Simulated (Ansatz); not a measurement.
# CH2ClNSi: taking an electron away

The task here is to estimate one member of a computed series from the others.

Program: Ansatz 0.2.0, Gaussian basis. Level of theory: unrestricted cation, the program's frozen cores in correlated methods. These are calculated values, not measurements.

Plan: UKS PBE-D4/def2-TZVPP; UKS r2SCAN-D4/def2-TZVPP; UKS PBE0-D4/def2-TZVPP; UKS B3LYP-D4/def2-TZVPP; UKS wB97X-V/def2-TZVPP; UKS wB97M-V/def2-TZVPP; UKS B2PLYP/def2-TZVPP; UHF-CCSD(T)/def2-TZVPP; UHF-MP2/def2-QZVPP; extrapolation to the limit; then −ε(HOMO) from the neutral's earlier runs with LDA (SPW92), PBE-D4, revPBE-D4, BLYP-D4, r2SCAN-D4, B97M-V, PBE0-D4, B3LYP-D4, r2SCANh-D4, r2SCAN0-D4, HSE06-D4, BHLYP-D4, CAM-B3LYP-D4, LC-ωPBE, ωB97X-V, ωB97M-V.

## The geometry

All runs share one geometry, relaxed beforehand with PBE0-D4 in a triple-zeta def2 set.

SMILES `ClC1=N[SiH2]1`, 6 atoms, charge 0, spin multiplicity 1.

Atoms are counted from 1 here; the program's logs count them from 0.

Bond lengths: Cl1–C2 1.709 Å, C2–N3 1.266 Å, C2–Si4 1.774 Å, N3–Si4 1.800 Å, Si4–H5 1.476 Å, Si4–H6 1.476 Å. Angles: Cl1–C2–N3 129.9°, Cl1–C2–Si4 159.7°, N3–C2–Si4 70.4°, C2–N3–Si4 68.1°, C2–Si4–N3 41.5°, C2–Si4–H5 121.8°, C2–Si4–H6 121.8°, N3–Si4–H5 118.3°, N3–Si4–H6 118.3°, H5–Si4–H6 114.6°.

Coordinates:

```mol
CH2ClNSi
  3D, bonds by distance, orders not assigned

  6  6  0  0  0  0  0  0  0  0999 V2000
   -1.2322   -2.3293    0.0307 Cl  0  0
   -0.2655   -0.9203    0.0266 C   0  0
    0.9896   -0.7961    0.1315 N   0  0
    0.1707    0.7972   -0.0452 Si  0  0
    0.3007    1.5125   -1.3293 H   0  0
    0.0789    1.6720    1.1396 H   0  0
  1  2  8  0
  2  3  8  0
  3  4  8  0
  4  5  8  0
  4  6  8  0
  2  4  8  0
M  END
```

The first run:

in.yaml

```yaml
crystal:
  periodic: [false, false, false]
  atoms:
    - {symbol: Cl, position_ang: [-1.232233, -2.329301, 0.030696]}
    - {symbol: C, position_ang: [-0.265542, -0.920305, 0.026581]}
    - {symbol: N, position_ang: [0.989554, -0.796100, 0.131494]}
    - {symbol: Si, position_ang: [0.170658, 0.797247, -0.045186]}
    - {symbol: H, position_ang: [0.300661, 1.512459, -1.329255]}
    - {symbol: H, position_ang: [0.078902, 1.672001, 1.139570]}
basis:
  gaussian: {orbitals: def2-TZVPP}
total_charge: 1
magnetization: {spin_polarized: true, initial_magnetization: 1}
hamiltonian: {xc: pbe, dispersion: d4}
```

Started as:

```console
$ ansatz run in.yaml --threads 2 --pin off --events-out ev --progress --plain --max-ram 4352MiB
```

Among the steps run: Cation, UKS PBE-D4/def2-TZVPP; Cation, UKS r2SCAN-D4/def2-TZVPP; Cation, UKS PBE0-D4/def2-TZVPP; Cation, UKS B3LYP-D4/def2-TZVPP; Cation, UKS wB97X-V/def2-TZVPP; Cation, UKS wB97M-V/def2-TZVPP; Cation, UKS B2PLYP (frozen core)/def2-TZVPP; Cation, UHF-CCSD(T)/def2-TZVPP; Cation, UHF-MP2/def2-QZVPP.

One table of the session follows, with a row left open; its other results are not shown here.

Orbital estimates, from the neutral's runs:

```
  functional  −ε(HOMO) (eV)
 LDA (SPW92)           6.25
      PBE-D4           6.08
   revPBE-D4           6.02
     BLYP-D4              ?
   r2SCAN-D4           6.31
      B97M-V           6.37
     PBE0-D4           7.28
    B3LYP-D4           7.06
  r2SCANh-D4           6.76
  r2SCAN0-D4           7.43
    HSE06-D4           6.88
    BHLYP-D4           8.37
CAM-B3LYP-D4           8.58
     LC-ωPBE           9.88
     ωB97X-V           9.54
     ωB97M-V           9.43
```

Estimate the missing values for BLYP-D4.

Worked estimate for «−ε(HOMO) (eV)». Against the share of exact exchange, B3LYP-D4 (0.2, 7.06), BHLYP-D4 (0.5, 8.37) give a slope of 4.37 per unit share; at 0 the line stands at 6.19.

**Answer.** −ε(HOMO) (eV): 5.93. In «−ε(HOMO) (eV)» the line misses by +0.26.
